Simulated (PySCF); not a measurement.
# Dy2O2Cl2: forces at shaken geometries

Aim: move all atoms of relaxed Dy2O2Cl2 at random and read energies and forces. The structure is generated, not taken from experiment.

Program: PySCF 2.14.0. Level of theory: BP86, Dy lcecp-1-SVP with ECP55, O def2-SVP, Cl def2-SVP; scalar-relativistic core potentials, no spin–orbit coupling. These are calculated values, not measurements.

4 further runs of the same task are left out: 2 for a known fault of the program, 2 that didn't finish.

### Step 1. The starting structure

6 atoms, charge 0, spin multiplicity 1.

Bond lengths: Dy1–Dy2 3.136 Å, Dy1–O3 2.061 Å, Dy1–O4 2.061 Å, Dy1–Cl5 2.522 Å, Dy2–O3 2.061 Å, Dy2–O4 2.061 Å, Dy2–Cl6 2.522 Å. Angles: Dy2–Dy1–O3 40.5°, Dy2–Dy1–O4 40.5°, Dy2–Dy1–Cl5 121.3°, O3–Dy1–O4 81.0°, O3–Dy1–Cl5 113.3°, O4–Dy1–Cl5 113.3°, Dy1–Dy2–O3 40.5°, Dy1–Dy2–O4 40.5°, Dy1–Dy2–Cl6 121.3°, O3–Dy2–O4 81.0°, O3–Dy2–Cl6 113.3°, O4–Dy2–Cl6 113.3°, Dy1–O3–Dy2 99.0°, Dy1–O4–Dy2 99.0°.

As a file:

```xyz
6

Dy    0.0000    0.7672    1.3674
Dy    0.0000   -0.7672   -1.3674
O     1.3384    0.0000    0.0000
O    -1.3384    0.0000    0.0000
Cl    0.0000   -0.4698    3.5647
Cl    0.0000    0.4698   -3.5647
```

Formal oxidation states: Dy +3. Each metal's 9 4f electrons lie in its core potential, so multiplicities, spins and levels count the valence alone. An earlier session relaxed this geometry at BP86, Dy lcecp-1-SVP with ECP55, O def2-SVP, Cl def2-SVP (singlet, point group C2h).

Its energy there is -1145.208739 Eh.

### Step 2. Atoms moved at random, σ = 0.06 Å

File run.py (the lines that set the calculation):

```python
mol = gto.M(atom='''
Dy     0.09674     0.89059     1.32048
Dy    -0.01673    -0.79984    -1.40915
O      1.36270     0.04696     0.03246
O     -1.34859    -0.13714    -0.01782
Cl     0.00063    -0.51271     3.63159
Cl    -0.09473     0.51215    -3.55756''',
    basis={'Dy': 'lcecp-1-SVP', 'O': 'def2-SVP', 'Cl': 'def2-SVP'},
    ecp={'Dy': 'lcecp-1-SVP'},
    charge=0, spin=0)
mf = dft.RKS(mol, xc='B88,P86')
mf.grids.atom_grid = (50, 194)  # f atoms: unpruned, at least (60, 302)
mf = mf.density_fit()  # fitting sets: Dy AutoAux, O def2-universal-JKFIT, Cl def2-universal-JKFIT
mf.conv_tol = 1e-08; mf.max_cycle = 55
mf.kernel(dm0)  # dm0: the density of the relaxed state
```

On the command line:

```
$ OMP_NUM_THREADS=4 python run.py
```

Log:

```text
init E= -1145.12182785913
  HOMO = -0.259823876261436  LUMO = -0.122990315521391  gap/eV = 3.72343
cycle= 1 E= -1145.18972062499  delta_E= -0.0679  |g|= 0.122  |ddm|= 0.562
  HOMO = -0.205302030186497  LUMO = -0.103200159568346  gap/eV = 2.77833
cycle= 2 E= -1145.1603077847  delta_E= 0.0294  |g|= 0.387  |ddm|= 0.472
  HOMO = -0.218878656686623  LUMO = -0.10275349522988  gap/eV = 3.15993
cycle= 3 E= -1145.19227628996  delta_E= -0.032  |g|= 0.0859  |ddm|= 0.333
  HOMO = -0.228893198739521  LUMO = -0.10323625586868  gap/eV = 3.41930
cycle= 4 E= -1145.1939323388  delta_E= -0.00166  |g|= 0.0216  |ddm|=  0.1
  HOMO = -0.227721876769556  LUMO = -0.103756074611716  gap/eV = 3.37328
cycle= 5 E= -1145.19400454024  delta_E= -7.22e-05  |g|= 0.0141  |ddm|= 0.0291
  HOMO = -0.227533016664429  LUMO = -0.103806025333644  gap/eV = 3.36678
cycle= 6 E= -1145.19404286453  delta_E= -3.83e-05  |g|= 0.00381  |ddm|= 0.0122
  HOMO = -0.227894303030264  LUMO = -0.103756028895109  gap/eV = 3.37797
cycle= 7 E= -1145.19404668091  delta_E= -3.82e-06  |g|= 0.00102  |ddm|= 0.00526
  HOMO = -0.227951482513436  LUMO = -0.103795971059802  gap/eV = 3.37844
cycle= 8 E= -1145.19404699301  delta_E= -3.12e-07  |g|= 0.000244  |ddm|= 0.00169
  HOMO = -0.227955875198532  LUMO = -0.103801385818043  gap/eV = 3.37842
cycle= 9 E= -1145.1940470087  delta_E= -1.57e-08  |g|= 5.99e-05  |ddm|= 0.000337
  HOMO = -0.227958022608031  LUMO = -0.103801402744899  gap/eV = 3.37847
cycle= 10 E= -1145.19404700963  delta_E= -9.3e-10  |g|= 2.16e-05  |ddm|= 0.000109
  HOMO = -0.227958816948593  LUMO = -0.103802523677009  gap/eV = 3.37846
Extra cycle  E= -1145.19404700915  delta_E= 4.78e-10  |g|= 4.58e-05  |ddm|= 8.9e-05
converged SCF energy = -1145.19404700915
```

Run time: 9.8 s. Hardware: 4 threads of Arm Neoverse N1, shared host.

It gives: E = -1145.194047 Eh (+0.400 eV from the relaxed state), HOMO -6.20 eV, LUMO -2.82 eV, Mulliken charge on Dy1 +0.90 e, largest force component 1.865 eV/Å. 

```
atom      Fx      Fy  Fz (eV/Å)
 Dy1  -1.346  -1.865      0.486
 Dy2   0.291   0.391      1.085
  O3  -0.130  -0.216     -0.849
  O4   1.065   0.855      0.414
 Cl5   0.131   0.841     -1.150
 Cl6  -0.011  -0.007      0.014
```

### Step 3. Atoms moved at random, σ = 0.03 Å

File run.py (the lines that set the calculation):

```python
mol = gto.M(atom='''
Dy     0.01411     0.78661     1.35237
Dy     0.00227    -0.79739    -1.32906
O      1.31404     0.00155    -0.02774
O     -1.32175    -0.01469     0.02744
Cl    -0.00838    -0.46918     3.54362
Cl    -0.00028     0.49310    -3.56664''',
    basis={'Dy': 'lcecp-1-SVP', 'O': 'def2-SVP', 'Cl': 'def2-SVP'},
    ecp={'Dy': 'lcecp-1-SVP'},
    charge=0, spin=0)
mf = dft.RKS(mol, xc='B88,P86')
mf.grids.atom_grid = (50, 194)  # f atoms: unpruned, at least (60, 302)
mf = mf.density_fit()  # fitting sets: Dy AutoAux, O def2-universal-JKFIT, Cl def2-universal-JKFIT
mf.conv_tol = 1e-08; mf.max_cycle = 55
mf.kernel(dm0)  # dm0: the density of the relaxed state
```

On the command line:

```
$ OMP_NUM_THREADS=4 python run.py
```

Log:

```text
init E= -1145.21313919192
  HOMO = -0.242929645477432  LUMO = -0.100407345900009  gap/eV = 3.87823
cycle= 1 E= -1145.20650504877  delta_E= 0.00663  |g|= 0.0456  |ddm|= 0.188
  HOMO = -0.229621241577938  LUMO = -0.100921614486063  gap/eV = 3.50210
cycle= 2 E= -1145.20381301106  delta_E= 0.00269  |g|= 0.117  |ddm|= 0.178
  HOMO = -0.23509094208252  LUMO = -0.0995558095014758  gap/eV = 3.68810
cycle= 3 E= -1145.20700709213  delta_E= -0.00319  |g|= 0.0274  |ddm|= 0.11
  HOMO = -0.237833782711025  LUMO = -0.099063595877912  gap/eV = 3.77613
cycle= 4 E= -1145.20717546057  delta_E= -0.000168  |g|= 0.00616  |ddm|= 0.0333
  HOMO = -0.237642188893149  LUMO = -0.0991767715797879  gap/eV = 3.76784
cycle= 5 E= -1145.20718415378  delta_E= -8.69e-06  |g|= 0.00161  |ddm|= 0.0086
  HOMO = -0.237699933083104  LUMO = -0.0991453473857663  gap/eV = 3.77026
cycle= 6 E= -1145.20718485998  delta_E= -7.06e-07  |g|= 0.000802  |ddm|= 0.00249
  HOMO = -0.237725177229129  LUMO = -0.0991400783176097  gap/eV = 3.77109
cycle= 7 E= -1145.20718498517  delta_E= -1.25e-07  |g|= 0.000289  |ddm|= 0.000752
  HOMO = -0.237738877357  LUMO = -0.0991389340415597  gap/eV = 3.77150
cycle= 8 E= -1145.20718500421  delta_E= -1.9e-08  |g|= 4.31e-05  |ddm|= 0.000338
  HOMO = -0.237738178510505  LUMO = -0.09913914740765  gap/eV = 3.77147
cycle= 9 E= -1145.20718500472  delta_E= -5.18e-10  |g|= 1.73e-05  |ddm|= 8.93e-05
  HOMO = -0.237736671751089  LUMO = -0.0991390435273402  gap/eV = 3.77143
Extra cycle  E= -1145.20718500446  delta_E= 2.6e-10  |g|= 3.31e-05  |ddm|= 7.72e-05
converged SCF energy = -1145.20718500446
```

It took 9.5 s on 4 threads of Arm Neoverse N1, shared host.

Read off: E = -1145.207185 Eh (+0.042 eV from the relaxed state), HOMO -6.47 eV, LUMO -2.70 eV, Mulliken charge on Dy1 +0.86 e, largest force component 1.148 eV/Å. 

| atom | Fx | Fy | Fz (eV/Å) |
| --- | --- | --- | --- |
| Dy1 | -0.098 | 0.155 | 0.350 |
| Dy2 | -0.336 | -0.065 | -1.148 |
| O3 | 0.720 | 0.152 | 0.342 |
| O4 | -0.306 | 0.014 | 0.040 |
| Cl5 | 0.025 | 0.031 | -0.044 |
| Cl6 | -0.005 | -0.286 | 0.460 |

### Step 4. Atoms moved at random, σ = 0.03 Å

File run.py (the lines that set the calculation):

```python
mol = gto.M(atom='''
Dy     0.00963     0.79763     1.39825
Dy    -0.03070    -0.78735    -1.33127
O      1.32599     0.00568    -0.02882
O     -1.34199    -0.01304    -0.03621
Cl     0.06664    -0.46562     3.57745
Cl    -0.02957     0.46270    -3.57941''',
    basis={'Dy': 'lcecp-1-SVP', 'O': 'def2-SVP', 'Cl': 'def2-SVP'},
    ecp={'Dy': 'lcecp-1-SVP'},
    charge=0, spin=0)
mf = dft.RKS(mol, xc='B88,P86')
mf.grids.atom_grid = (50, 194)  # f atoms: unpruned, at least (60, 302)
mf = mf.density_fit()  # fitting sets: Dy AutoAux, O def2-universal-JKFIT, Cl def2-universal-JKFIT
mf.conv_tol = 1e-08; mf.max_cycle = 55
mf.kernel(dm0)  # dm0: the density of the relaxed state
```

On the command line:

```
$ OMP_NUM_THREADS=4 python run.py
```

Log:

```text
init E= -1145.19226465982
  HOMO = -0.243898487794509  LUMO = -0.104154609782478  gap/eV = 3.80262
cycle= 1 E= -1145.20440694791  delta_E= -0.0121  |g|= 0.0428  |ddm|= 0.244
  HOMO = -0.224253042196263  LUMO = -0.106224018372896  gap/eV = 3.21173
cycle= 2 E= -1145.20357172554  delta_E= 0.000835  |g|= 0.0691  |ddm|= 0.189
  HOMO = -0.232528273804077  LUMO = -0.102851788383401  gap/eV = 3.52868
cycle= 3 E= -1145.20489604823  delta_E= -0.00132  |g|= 0.0325  |ddm|= 0.113
  HOMO = -0.233220692345217  LUMO = -0.102619489558328  gap/eV = 3.55384
cycle= 4 E= -1145.20511055282  delta_E= -0.000215  |g|= 0.00743  |ddm|= 0.0305
  HOMO = -0.233162510647918  LUMO = -0.102851722489061  gap/eV = 3.54594
cycle= 5 E= -1145.20512164875  delta_E= -1.11e-05  |g|= 0.00178  |ddm|= 0.00865
  HOMO = -0.233180131291058  LUMO = -0.102773129428766  gap/eV = 3.54856
cycle= 6 E= -1145.20512253376  delta_E= -8.85e-07  |g|= 0.000793  |ddm|= 0.00308
  HOMO = -0.233213385462569  LUMO = -0.102774065181362  gap/eV = 3.54943
cycle= 7 E= -1145.20512263418  delta_E= -1e-07  |g|= 0.000476  |ddm|= 0.000854
  HOMO = -0.233234552092419  LUMO = -0.102779548094222  gap/eV = 3.54986
cycle= 8 E= -1145.20512268472  delta_E= -5.05e-08  |g|= 5.81e-05  |ddm|= 0.000437
  HOMO = -0.233234088477489  LUMO = -0.102780438011052  gap/eV = 3.54982
cycle= 9 E= -1145.20512268555  delta_E= -8.29e-10  |g|= 1.78e-05  |ddm|= 8.27e-05
  HOMO = -0.233236589218151  LUMO = -0.102780398619839  gap/eV = 3.54989
Extra cycle  E= -1145.2051226853  delta_E= 2.48e-10  |g|= 3.46e-05  |ddm|= 7.45e-05
converged SCF energy = -1145.2051226853
```

Wall time 9.4 s (4 threads of Arm Neoverse N1, shared host).

It gives: E = -1145.205123 Eh (+0.098 eV from the relaxed state), HOMO -6.35 eV, LUMO -2.80 eV, Mulliken charge on Dy1 +0.89 e, largest force component 1.313 eV/Å. 

```csv
atom,Fx,Fy,Fz (eV/Å)
Dy1,-0.077,-0.721,-1.198
Dy2,0.356,-0.230,-1.276
O3,-0.077,0.423,0.890
O4,-0.178,0.677,1.313
Cl5,-0.012,0.059,-0.070
Cl6,-0.013,-0.207,0.339
```

### Step 5. The displacements side by side

| σ (Å) | energy rise (eV) | harmonic estimate −½ F·u (eV) | largest force component (eV/Å) |
| --- | --- | --- | --- |
| 0.06 | 0.400 | 0.367 | 1.86 |
| 0.03 | 0.042 | 0.042 | 1.15 |
| 0.03 | 0.098 | 0.097 | 1.31 |

Every displacement raises the energy. For a harmonic well the rise equals −½ F·u; the two differ by at most 8 % here (a move with σ = 0.06 Å), from anharmonicity, the grid and the small forces left at the relaxed point. The bases are small and lack diffuse functions. Spin–orbit coupling is left out. The core potential fixes the 4f count, so no charge can pass from the ligands into that shell.
